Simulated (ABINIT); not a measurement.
Ga3Se:

```
CELL_PARAMETERS angstrom
4.43246 0.00000 0.00000
0.00000 4.43246 0.00000
0.00000 0.00000 4.43246
ATOMIC_POSITIONS crystal
Se 0.00000 0.00000 0.00000
Ga 0.50000 0.50000 0.00000
Ga 0.50000 0.00000 0.50000
Ga 0.00000 0.50000 0.50000
```

The cell comes from a database or a generator and needn't be the stable form of this composition.

Base run:

```yaml
Program: ABINIT 10.8.3 (patched build)
Functional: PBE
Potentials_or_basis: JTH PAW PBE v2.0
Cutoff: 463 eV
k_mesh: 6 × 6 × 6
Occupations: fermi-dirac, width 0.05 eV
Spin: no spin polarisation
```

Its results: band gap on the k mesh none (metal or under the smearing width); pressure -0.7 GPa.

Q: The run is repeated on the same cell with these changes: functional from PBE to r2SCAN; cutoff from 463 eV to 544 eV; fine-grid cutoff from 925.187 eV to 1088.46 eV. What comes out?

A: Band gap on the k mesh none (metal or under the smearing width); pressure -1.6 GPa.

Caveats: the PAW data sets were made with another functional, which shifts forces and pressure a little (some runs).
